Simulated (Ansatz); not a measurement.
Working through vertical and adiabatic energies of changing the electron count of AlBrH2, SMILES [AlH2][Br]

Computed with Ansatz 0.2.0, Python API.

Interactive session:
```pycon
>>> import itertools
>>> import ansatz as az
>>> from ase.data import atomic_numbers, covalent_radii
>>> import numpy as np
>>> BASIS_SET = 'def2-TZVP'
>>> XC = 'CAM-B3LYP'
>>> NET_CHARGE = 1
>>> albrh2 = (
...     az.Crystal.molecule()
...     .atom('Al', (-0.1204, -0.101, -0.0878))
...     .atom('Br', (1.764, 0.559, 1.1252))
...     .atom('H', (-0.6407, -1.5881, -0.1929))
...     .atom('H', (-0.9475, 1.0699, -0.8648))
... )
>>> setup = (
...     albrh2.calculation()
...     .basis(gaussian=BASIS_SET)
...     .functional(XC)
...     .scf(lower_state_search='standard')
... )
>>> symbols = [site.symbol for site in albrh2.cartesian_sites]
>>> start = np.array([site.position_ang for site in albrh2.cartesian_sites], dtype=float)
>>> report = setup.relax(force_tolerance=0.01).run().report
>>> end = np.array(report['positions_ang'])
>>> minimum = az.Crystal.molecule()
>>> for symbol, place in zip(symbols, end):
...     minimum = minimum.atom(symbol, place.tolist())
...
>>> ion = (
...     minimum.calculation()
...     .basis(gaussian=BASIS_SET)
...     .functional(XC)
...     .scf(lower_state_search='standard')
...     .charge(NET_CHARGE)
...     .spin('collinear', total=1)
... )
>>> vertical = ion.run().report
>>> settled = ion.relax(force_tolerance=0.01, max_steps=80).run().report
>>> print(f'vertical ionisation energy   {vertical["free_energy_ev"] - report["free_energy_ev"]:.3f} eV')
vertical ionisation energy   10.729 eV
>>> print(f'adiabatic, no zero point     {settled["free_energy_ev"] - report["free_energy_ev"]:.3f} eV')
adiabatic, no zero point     10.601 eV
>>> print(f'relaxation energy of the ion {vertical["free_energy_ev"] - settled["free_energy_ev"]:.3f} eV')
relaxation energy of the ion 0.127 eV
>>> ionised = np.array(settled['positions_ang'])
>>> radius = [covalent_radii[atomic_numbers[s]] for s in symbols]
>>> span = lambda where, i, j: np.linalg.norm(where[i] - where[j])
>>> bonded = [(i, j) for i, j in itertools.combinations(range(len(symbols)), 2) if min(span(end, i, j), span(ionised, i, j)) < 1.2 * (radius[i] + radius[j])]
>>> print('pair        before    after (A)')
pair        before    after (A)
>>> for i, j in bonded:
...     print(f'{symbols[i]}{i}-{symbols[j]}{j}'.ljust(10), f'{span(end, i, j):8.4f} {span(ionised, i, j):8.4f}')
...
Al0-Br1      2.2536   2.4149
Al0-H2       1.5655   1.5556
Al0-H3       1.5655   1.5556
>>> for first, second in list(itertools.combinations(bonded, 2)):
...     shared = set(first) & set(second)
...     if shared and symbols[(j := shared.pop())] != 'H':
...         i, k = sorted((set(first) | set(second)) - {j})
...         u, v = ionised[i] - ionised[j], ionised[k] - ionised[j]
...         angle = np.degrees(np.arccos(np.clip(u @ v / np.linalg.norm(u) / np.linalg.norm(v), -1, 1)))
...         print(f'final angle {symbols[i]}{i}-{symbols[j]}{j}-{symbols[k]}{k}: {angle:.2f} deg')
...
final angle Br1-Al0-H2: 104.97 deg
final angle Br1-Al0-H3: 105.01 deg
final angle H2-Al0-H3: 150.02 deg
```

Notes:
- These settings explore the input space; basis and method may be short of convergence.
- The energies are electronic: no zero-point or thermal terms, and the basis set is short of its limit. The product may relax into another structure. Each relaxation finds its nearest minimum, which needn't be the lowest.
- Hardware and time: 94 s on 1 thread of Arm Neoverse V2, on a shared host, peak memory 0.44 GiB.
